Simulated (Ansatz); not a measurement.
**AlClFHSe: one species, many methods**

An exercise on one series of results from a longer session: the logs are not shown, and one member is left open.

Method: functionals in def2-TZVPP, the program's frozen cores in correlated methods; program: Ansatz 0.2.0, Gaussian basis.

Levels to be run: LDA (SPW92), PBE-D4, revPBE-D4, BLYP-D4, r2SCAN-D4, B97M-V, PBE0-D4, B3LYP-D4, r2SCANh-D4, r2SCAN0-D4, HSE06-D4, BHLYP-D4, CAM-B3LYP-D4, LC-ωPBE, ωB97X-V, ωB97M-V, B2PLYP, PBE-QIDH; CCSD(T)/def2-SVP; CCSD(T)/def2-TZVPP; MP2/def2-QZVPP; extrapolation to the limit; RPA on PBE.

## Structure used throughout

The geometry comes from an earlier relaxation with PBE0-D4 in a triple-zeta def2 set; it is a stationary point.

SMILES `[F][Al]([Cl])[SeH]`, 5 atoms, charge 0, spin multiplicity 1.

Atoms are counted from 1 here; the program's logs count them from 0.

Bond lengths: F1–Al2 1.639 Å, Al2–Cl3 2.075 Å, Al2–Se4 2.288 Å, Se4–H5 1.471 Å. Angles: F1–Al2–Cl3 119.3°, F1–Al2–Se4 120.1°, Cl3–Al2–Se4 120.6°, Al2–Se4–H5 90.0°.

Geometry (Å):

```
F    -0.9801   -1.0767    1.0784
Al    0.3049   -0.3853    0.3312
Cl    2.2212   -1.0137    0.8192
Se   -0.0209    1.2539   -1.2313
H    -1.4751    1.1482   -1.0390
```

Set-up of the first run:

in.yaml

```yaml
crystal:
  periodic: [false, false, false]
  atoms:
    - {symbol: F, position_ang: [-0.980141, -1.076703, 1.078420]}
    - {symbol: Al, position_ang: [0.304867, -0.385305, 0.331236]}
    - {symbol: Cl, position_ang: [2.221235, -1.013696, 0.819245]}
    - {symbol: Se, position_ang: [-0.020920, 1.253918, -1.231290]}
    - {symbol: H, position_ang: [-1.475141, 1.148187, -1.039011]}
basis:
  gaussian: {orbitals: def2-TZVPP}
hamiltonian: {xc: lda}
output: {orbitals: {seedname: orbitals}}
```

Among the steps run: LDA; PBE-D4 (GGA); revPBE-D4 (GGA); BLYP-D4 (GGA); r2SCAN-D4 (meta-GGA); B97M-V (meta-GGA); PBE0-D4 (hybrid); B3LYP-D4 (hybrid); r2SCANh-D4 (hybrid); r2SCAN0-D4 (hybrid); HSE06-D4 (hybrid); BHLYP-D4 (hybrid); CAM-B3LYP-D4 (range-separated); LC-ωPBE-D4 (range-separated; the results give it without D4); ωB97X-V (range-separated); ωB97M-V (range-separated); B2PLYP (double hybrid); PBE-QIDH (double hybrid).

One of the session's tables, all rows but one given; the rest of the session is left out.

It belongs to the step «Orbital energies across the functionals». 

| functional | HOMO (eV) | gap (eV) |
| --- | --- | --- |
| LDA (SPW92) | -6.87 | 4.61 |
| PBE-D4 | -6.71 | 4.75 |
| revPBE-D4 | -6.65 | 4.83 |
| BLYP-D4 | -6.52 | 4.63 |
| r2SCAN-D4 | -7.00 | 5.45 |
| B97M-V | -7.01 | 5.34 |
| PBE0-D4 | -7.86 | 6.73 |
| B3LYP-D4 | ? | ? |
| r2SCANh-D4 | -7.42 | 6.14 |
| r2SCAN0-D4 | -8.05 | 7.16 |
| HSE06-D4 | -7.46 | 5.96 |
| BHLYP-D4 | -8.83 | 8.49 |
| CAM-B3LYP-D4 | -9.12 | 8.89 |
| LC-ωPBE | -10.50 | 11.52 |
| ωB97X-V | -10.14 | 10.99 |
| ωB97M-V | -9.99 | 10.54 |

Estimate the missing values for B3LYP-D4.

Worked estimate for «HOMO (eV)». Against the share of exact exchange, BLYP-D4 (0, -6.52), BHLYP-D4 (0.5, -8.83) give a slope of -4.62 per unit share; at 0.2 the line stands at -7.44.

**Answer.** HOMO (eV): -7.60; gap (eV): 6.19. In «HOMO (eV)» the line misses by +0.16.
